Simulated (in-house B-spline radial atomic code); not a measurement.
# Cu: a fraction of an electron moved 3p → 4f

How does the revTPSS energy of Cu change when part of an electron is moved 3p → 4f?

Method: non-relativistic revTPSS, spin-polarised, spherical fractional occupations, point nucleus, basis-set limit. Code: in-house B-spline radial atomic code version 1.

## Step 1: The system

| Quantity | Value |
| --- | --- |
| element | copper (Z = 29) |
| charge | 0 |
| electrons | 29 |
| configuration | [Ar] 3d10 4s1 |
| Hamiltonian | non-relativistic |
| nucleus | point |

Outer shells as boxes (Hund's rule):

[Ar] 3d10 4s1
```
[Ar] core
3d [↑↓][↑↓][↑↓][↑↓][↑↓]
4s [↑ ]
```

Where spins are not typed, each open shell is filled with up spins first.

## Step 2: The start, at fraction 0

Input settings:

```ini
Z = 29
electrons = 29.0
configuration = [Ar] 3d10 4s1
hamiltonian = nr
method = revtpss,revtpss
spin_polarised = True
```

Main fields of the result record, rounded:

```text
status: converged
scf [iteration, energy, orbital gradient]:
  - [1, -1640.0978155, 0.0434]
  - [2, -1640.10007461, 0.00278]
  - [3, -1640.09998521, 0.00277]
  - [4, -1640.09980891, 0.0034]
  - [5, -1640.09449912, 0.0116]
  - [6, -1640.10031801, 0.000127]
  - [7, -1640.10031857, 8.89e-06]
  - [8, -1640.10031858, 1.91e-06]
  - [9, -1640.10031858, 7.13e-07]
  - [10, -1640.10031858, 3.96e-08]
energy [hartree]: {"total": -1640.10031858, "kinetic": 1638.87772277, "nuclear": -3926.20941656, "coulomb": 713.954520343, "xc": -66.723145128}
orbitals [hartree, bohr; first row names the columns]:
  - ["name", "occ", "eps", "<r>", "<r^2>", "<1/r>", "r_max", "density_at_nucleus", "spin_orbit_zeta"]
  - ["1s up", 1.0, -322.06743, 0.052862, 0.0037447, 28.528, 0.034871, 7517.2, "-"]
  - ["1s down", 1.0, -322.06635, 0.052862, 0.0037447, 28.528, 0.034872, 7517.1, "-"]
  - ["2s up", 1.0, -38.33688, 0.23835, 0.066954, 6.1989, 0.19943, 703.81, "-"]
  - ["2s down", 1.0, -38.33826, 0.23836, 0.06696, 6.1985, 0.19944, 703.72, "-"]
  - ["2p up", 3.0, -33.523233, 0.20787, 0.052935, 6.1513, 0.15956, "-", 0.48308]
  - ["2p down", 3.0, -33.524219, 0.20788, 0.05294, 6.1511, 0.15957, "-", 0.48304]
  - ["3s up", 1.0, -4.1192251, 0.72249, 0.60368, 1.9557, 0.62156, 101.3, "-"]
  - ["3s down", 1.0, -4.1220343, 0.72218, 0.60299, 1.9563, 0.62158, 101.35, "-"]
  - ["3p up", 3.0, -2.6276307, 0.75545, 0.6757, 1.8218, 0.62362, "-", 0.05976]
  - ["3p down", 3.0, -2.6298451, 0.75453, 0.67354, 1.8233, 0.6236, "-", 0.059849]
  - ["3d up", 5.0, -0.18682123, 1.0576, 1.6165, 1.3621, 0.60191, "-", 0.0038273]
  - ["3d down", 5.0, -0.18084518, 1.0232, 1.4893, 1.386, 0.60069, "-", 0.0039393]
  - ["4s up", 1.0, -0.17718256, 2.9431, 10.187, 0.43903, 2.3281, 4.7686, "-"]
sum_r [bohr^k]: {"-1": 135.3865, "1": 21.15174, "2": 31.43014}
density_at_nucleus [bohr^-3]: 16649.25
spin_density_at_nucleus [bohr^-3]: 4.854878
mass_velocity [hartree]: -54.23444
darwin [hartree]: 40.38716
```

Run time: 0.33 s. Hardware: 1 thread, shared host.

Meta-GGA runs start from a PBE run whose iterations are not counted.

## Step 3: 0.375 electron moved 3p → 4f

Input settings:

```ini
Z = 29
electrons = 29.0
configuration = [Ne] 3s2 3p5.625 3d10 4s1 4f0.375
hamiltonian = nr
method = revtpss,revtpss
spin_polarised = True
```

Results of the run:

```text
status: converged
iterations: 15
energy [hartree]: {"total": -1639.08490581, "kinetic": 1637.87281511, "nuclear": -3919.02022429, "coulomb": 708.576153027, "xc": -66.513649656}
orbitals [hartree, bohr; first row names the columns]:
  - ["name", "occ", "eps", "<r>"]
  - ["1s up", 1.0, -322.31368, 0.052861]
  - ["1s down", 1.0, -322.30541, 0.05286]
  - ["2s up", 1.0, -38.535938, 0.23833]
  - ["2s down", 1.0, -38.531749, 0.23832]
  - ["2p up", 3.0, -33.729344, 0.20782]
  - ["2p down", 3.0, -33.720778, 0.20783]
  - ["3s up", 1.0, -4.3152355, 0.72106]
  - ["3s down", 1.0, -4.2915887, 0.72147]
  - ["3p up", 3.0, -2.8219598, 0.7528]
  - ["3p down", 2.625, -2.7993257, 0.75306]
  - ["3d up", 5.0, -0.36486308, 0.99471]
  - ["3d down", 5.0, -0.34191876, 0.98138]
  - ["4s up", 1.0, -0.27777139, 2.7301]
  - ["4f up", 0.375, -0.0092189701, 30.716]
sum_r [bohr^k]: {"-1": 135.1386, "1": 31.63596, "2": 400.2704}
energy_minus_base [hartree]: 1.01541277
```

Wall time 2.1 s (1 thread, shared host).

energy_minus_base is the energy less that of the reference run.

## Step 4: 0.5 electron moved 3p → 4f

Input settings:

```ini
Z = 29
electrons = 29.0
configuration = [Ne] 3s2 3p5.5 3d10 4s1 4f0.5
hamiltonian = nr
method = revtpss,revtpss
spin_polarised = True
```

Results of the run:

```text
status: converged
iterations: 13
energy [hartree]: {"total": -1638.73254029, "kinetic": 1637.52423105, "nuclear": -3916.52391049, "coulomb": 706.707014084, "xc": -66.4398749279}
orbitals [hartree, bohr; first row names the columns]:
  - ["name", "occ", "eps", "<r>"]
  - ["1s up", 1.0, -322.3993, 0.05286]
  - ["1s down", 1.0, -322.38861, 0.052859]
  - ["2s up", 1.0, -38.605958, 0.23832]
  - ["2s down", 1.0, -38.600014, 0.23831]
  - ["2p up", 3.0, -33.801705, 0.20781]
  - ["2p down", 3.0, -33.790027, 0.20782]
  - ["3s up", 1.0, -4.3836529, 0.72053]
  - ["3s down", 1.0, -4.3513007, 0.72117]
  - ["3p up", 3.0, -2.8897316, 0.75182]
  - ["3p down", 2.5, -2.8589253, 0.75246]
  - ["3d up", 5.0, -0.42712696, 0.97795]
  - ["3d down", 5.0, -0.39841603, 0.96901]
  - ["4s up", 1.0, -0.31145096, 2.6699]
  - ["4f up", 0.5, -0.01107418, 26.178]
sum_r [bohr^k]: {"-1": 135.0525, "1": 32.90127, "2": 389.5106}
energy_minus_base [hartree]: 1.36777829
```

Run time: 1.3 s. Hardware: 1 thread, shared host.

## Step 5: 0.625 electron moved 3p → 4f

Input settings:

```ini
Z = 29
electrons = 29.0
configuration = [Ne] 3s2 3p5.375 3d10 4s1 4f0.625
hamiltonian = nr
method = revtpss,revtpss
spin_polarised = True
```

Results of the run:

```text
status: converged
iterations: 13
energy [hartree]: {"total": -1638.3728615, "kinetic": 1637.16839687, "nuclear": -3913.98266714, "coulomb": 704.805769493, "xc": -66.3643607183}
orbitals [hartree, bohr; first row names the columns]:
  - ["name", "occ", "eps", "<r>"]
  - ["1s up", 1.0, -322.4865, 0.05286]
  - ["1s down", 1.0, -322.47339, 0.052859]
  - ["2s up", 1.0, -38.677623, 0.23831]
  - ["2s down", 1.0, -38.669959, 0.2383]
  - ["2p up", 3.0, -33.875709, 0.20779]
  - ["2p down", 3.0, -33.860938, 0.2078]
  - ["3s up", 1.0, -4.4534081, 0.71997]
  - ["3s down", 1.0, -4.4123655, 0.72084]
  - ["3p up", 3.0, -2.9588031, 0.7508]
  - ["3p down", 2.375, -2.9198375, 0.7518]
  - ["3d up", 5.0, -0.49068402, 0.96268]
  - ["3d down", 5.0, -0.45612887, 0.95734]
  - ["4s up", 1.0, -0.34522239, 2.6141]
  - ["4f up", 0.625, -0.012771775, 22.987]
sum_r [bohr^k]: {"-1": 134.9649, "1": 33.88866, "2": 377.3553}
energy_minus_base [hartree]: 1.72745708
```

Run time: 1.1 s. Hardware: 1 thread, shared host.

## Step 6: 0.75 electron moved 3p → 4f

Input settings:

```ini
Z = 29
electrons = 29.0
configuration = [Ne] 3s2 3p5.25 3d10 4s1 4f0.75
hamiltonian = nr
method = revtpss,revtpss
spin_polarised = True
```

Results of the run:

```text
status: converged
iterations: 13
energy [hartree]: {"total": -1638.00572071, "kinetic": 1636.80512034, "nuclear": -3911.39913394, "coulomb": 702.875591816, "xc": -66.2872989234}
orbitals [hartree, bohr; first row names the columns]:
  - ["name", "occ", "eps", "<r>"]
  - ["1s up", 1.0, -322.57521, 0.05286]
  - ["1s down", 1.0, -322.55965, 0.052858]
  - ["2s up", 1.0, -38.750832, 0.2383]
  - ["2s down", 1.0, -38.741477, 0.23828]
  - ["2p up", 3.0, -33.951255, 0.20778]
  - ["2p down", 3.0, -33.933408, 0.20779]
  - ["3s up", 1.0, -4.5243931, 0.71939]
  - ["3s down", 1.0, -4.474657, 0.72048]
  - ["3p up", 3.0, -3.0290687, 0.74974]
  - ["3p down", 2.25, -2.981939, 0.7511]
  - ["3d up", 5.0, -0.55544458, 0.94865]
  - ["3d down", 5.0, -0.51495923, 0.9463]
  - ["4s up", 1.0, -0.37908662, 2.5621]
  - ["4f up", 0.75, -0.014396802, 20.609]
sum_r [bohr^k]: {"-1": 134.8758, "1": 34.70151, "2": 365.7162}
energy_minus_base [hartree]: 2.09459787
```

Wall time 0.97 s (1 thread, shared host).

## Step 7: 0.875 electron moved 3p → 4f

Input settings:

```ini
Z = 29
electrons = 29.0
configuration = [Ne] 3s2 3p5.125 3d10 4s1 4f0.875
hamiltonian = nr
method = revtpss,revtpss
spin_polarised = True
```

Results of the run:

```text
status: converged
iterations: 11
energy [hartree]: {"total": -1637.63094879, "kinetic": 1636.43470144, "nuclear": -3908.79206061, "coulomb": 700.935454791, "xc": -66.209044413}
orbitals [hartree, bohr; first row names the columns]:
  - ["name", "occ", "eps", "<r>"]
  - ["1s up", 1.0, -322.66475, 0.052859]
  - ["1s down", 1.0, -322.64675, 0.052857]
  - ["2s up", 1.0, -38.824928, 0.2383]
  - ["2s down", 1.0, -38.813906, 0.23827]
  - ["2p up", 3.0, -34.027687, 0.20776]
  - ["2p down", 3.0, -34.006774, 0.20777]
  - ["3s up", 1.0, -4.5959452, 0.71878]
  - ["3s down", 1.0, -4.5374978, 0.72009]
  - ["3p up", 3.0, -3.0998684, 0.74864]
  - ["3p down", 2.125, -3.0445547, 0.75035]
  - ["3d up", 5.0, -0.62076197, 0.93568]
  - ["3d down", 5.0, -0.57425407, 0.93584]
  - ["4s up", 1.0, -0.41247888, 2.5137]
  - ["4f up", 0.875, -0.015733066, 18.542]
sum_r [bohr^k]: {"-1": 134.7859, "1": 35.2041, "2": 347.5466}
energy_minus_base [hartree]: 2.46936979
```

It took 0.86 s on 1 thread, shared host.

## Step 8: 1 electron moved 3p → 4f

Input settings:

```ini
Z = 29
electrons = 29.0
configuration = [Ne] 3s2 3p5 3d10 4s1 4f1
hamiltonian = nr
method = revtpss,revtpss
spin_polarised = True
```

Results of the run:

```text
status: converged
iterations: 14
energy [hartree]: {"total": -1637.24848033, "kinetic": 1636.05598367, "nuclear": -3906.1342685, "coulomb": 698.959119029, "xc": -66.1293145277}
orbitals [hartree, bohr; first row names the columns]:
  - ["name", "occ", "eps", "<r>"]
  - ["1s up", 1.0, -322.75609, 0.052859]
  - ["1s down", 1.0, -322.73561, 0.052857]
  - ["2s up", 1.0, -38.900834, 0.23829]
  - ["2s down", 1.0, -38.888167, 0.23826]
  - ["2p up", 3.0, -34.105931, 0.20775]
  - ["2p down", 3.0, -34.08196, 0.20776]
  - ["3s up", 1.0, -4.6689829, 0.71815]
  - ["3s down", 1.0, -4.6017937, 0.71967]
  - ["3p up", 3.0, -3.1721232, 0.74751]
  - ["3p down", 2.0, -3.1085929, 0.74955]
  - ["3d up", 5.0, -0.68756801, 0.92364]
  - ["3d down", 5.0, -0.63494049, 0.92591]
  - ["4s up", 1.0, -0.44640356, 2.4685]
  - ["4f up", 1.0, -0.017259638, 17.091]
sum_r [bohr^k]: {"-1": 134.6943, "1": 35.81525, "2": 338.7918}
energy_minus_base [hartree]: 2.85183825
```

Run time: 0.55 s. Hardware: 1 thread, shared host.

## Step 9: Energy against the fraction

| fraction | energy change (eV) | less the straight line (eV) | level 3p down (eV) | level 4f up (eV) | sum of <r²> (bohr²) |
| --- | --- | --- | --- | --- | --- |
| 0 | 0.0000 | 0.0000 | -71.562 | empty | 31.430 |
| 0.375 | 27.6308 | -1.4701 | -76.174 | -0.251 | 400.27 |
| 0.5 | 37.2191 | -1.5821 | -77.795 | -0.301 | 389.51 |
| 0.625 | 47.0065 | -1.4950 | -79.453 | -0.348 | 377.36 |
| 0.75 | 56.9969 | -1.2049 | -81.143 | -0.392 | 365.72 |
| 0.875 | 67.1950 | -0.7072 | -82.847 | -0.428 | 347.55 |
| 1 | 77.6025 | 0.0000 | -84.589 | -0.470 | 338.79 |

What this shows: From fraction 0 to 1 the energy changes by 77.602 eV. It sags under the straight line by up to 1.58 eV (at 0.5). Slater's transition state, the slope from the orbital energies at fraction 0.5 (Janak's theorem), gives 77.494 eV for the whole step.

Members of this set that are not shown: 2 did not converge.
